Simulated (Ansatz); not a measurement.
# WSe2: the cost of one run

Method: reference: DFT LDA, plane waves, PAW, scalar-relativistic, no spin polarisation, in Ansatz 0.2.0.

### 1 Starting point

It takes space group P6_3/mmc (No. 194, hexagonal). The conventional cell has a = 3.289 Å, b = 3.289 Å, c = 12.968 Å, α = 90.00°, β = 90.00°, γ = 120.00°. Around W (site symmetry -6m2) lie 6 Se at 2.53 Å. Around Se (site symmetry 3m) lie 3 W at 2.53 Å.

Structure file:

```cif
data_structure
_symmetry_space_group_name_H-M 'P 1'
_symmetry_Int_Tables_number 1
_cell_length_a 3.2895
_cell_length_b 3.2895
_cell_length_c 12.9680
_cell_angle_alpha 90.000
_cell_angle_beta 90.000
_cell_angle_gamma 120.000
_cell_volume 121.52
loop_
_atom_site_label
_atom_site_type_symbol
_atom_site_fract_x
_atom_site_fract_y
_atom_site_fract_z
_atom_site_occupancy
W1 W 0.33333 0.66667 0.25000 1
W2 W 0.66667 0.33333 0.75000 1
Se1 Se 0.33333 0.66667 0.62100 1
Se2 Se 0.66667 0.33333 0.12100 1
Se3 Se 0.33333 0.66667 0.87900 1
Se4 Se 0.66667 0.33333 0.37900 1
```

### 2 Reference

The input, input.yaml:

```yaml
crystal:
  lattice:
    - [3.28948171, 0.0, 0.0]
    - [-1.64474085, 2.84877115, 0.0]
    - [0.0, 0.0, 12.96795677]
  atoms:
    - { symbol: W, position: [0.33333, 0.66667, 0.25] }
    - { symbol: W, position: [0.66666, 0.33333, 0.75] }
    - { symbol: Se, position: [0.33333, 0.66667, 0.621] }
    - { symbol: Se, position: [0.66666, 0.33333, 0.121] }
    - { symbol: Se, position: [0.33333, 0.66667, 0.879] }
    - { symbol: Se, position: [0.66667, 0.33334, 0.379] }
  symmetry: { tolerance: 0.0003 }
kpoints:
  mp_grid: { grid: [6, 6, 2], shift: [0, 0, 0] }
magnetization:
  spin_polarized: false
scf:
  occupations: { method: fermi_dirac, width: 0.1242 }
hamiltonian:
  pseudopotentials: { kind: paw }
  xc: lda
basis:
  ecutwfc: 420
output:
  forces: true
  stress: true
  eigenvalues: true
```

Started as:

```bash
ansatz run input.yaml --threads 1 --pin off --max-ram 2560MiB --backend cpu --events-out ev --progress --plain --runs-dir out
```

What time and memory should one allow on 1 thread of AMD EPYC 9R45 (Zen 5), shared host?

About 1.5 s, with a peak of 0.45 GiB.
